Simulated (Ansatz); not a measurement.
**TaSi (sextet): the correlation ladder, def2-QZVPP**

The task here is to estimate one member of a computed series from the others.

Method: def2-QZVPP, core rule «outside noble gas», up to 9 orbitals frozen; program: Ansatz 0.2.0, Gaussian basis.

Plan: UHF; ROHF; CCSD(T) on UHF.

### The system

The geometry is a PBE0/def2-TZVP stationary point (not a proven minimum). No spin-orbit coupling is included. Elements past krypton take def2 core potentials.

2 atoms, charge 0, spin multiplicity 6.

Atoms are counted from 1 here; the program's logs count them from 0.

Bond lengths: Ta1–Si2 2.443 Å.

The first run:

File in.yaml:

```yaml
crystal:
  periodic: [false, false, false]
  atoms:
    - {symbol: Ta, position_ang: [0.000000, 0.000000, 0.000000]}
    - {symbol: Si, position_ang: [0.000000, 0.000000, 2.442600]}
basis:
  gaussian: {orbitals: "def2-QZVPP.json"}
magnetization: {spin_polarized: true, initial_magnetization: 5}
hamiltonian: {xc: hf}
output: {orbitals: {seedname: orbitals}}
```

Command:

```sh
ansatz run in.yaml --threads 1 --pin off --events-out ev --progress --plain --max-ram 4096MiB --backend cpu
```

Among the steps run: UHF; ROHF; CCSD(T) on UHF.

One table of the session follows, with a row left open; its other results are not shown here.

```
  method  from UCCSD(T) (kJ/mol)
    ROHF                       ?
    UMP2                   +93.8
   UCCSD                   +43.0
UCCSD(T)                       0
```

**Question.** Estimate the row for ROHF.

As computed: from UCCSD(T) (kJ/mol): +592.0. In the column «from UCCSD(T) (kJ/mol)» it is the highest.

Left out of the table: UHF (another determinant or state than the rows shown).

Limits of these values: Warnings: spin contamination; coupled cluster took another determinant than the lowest.
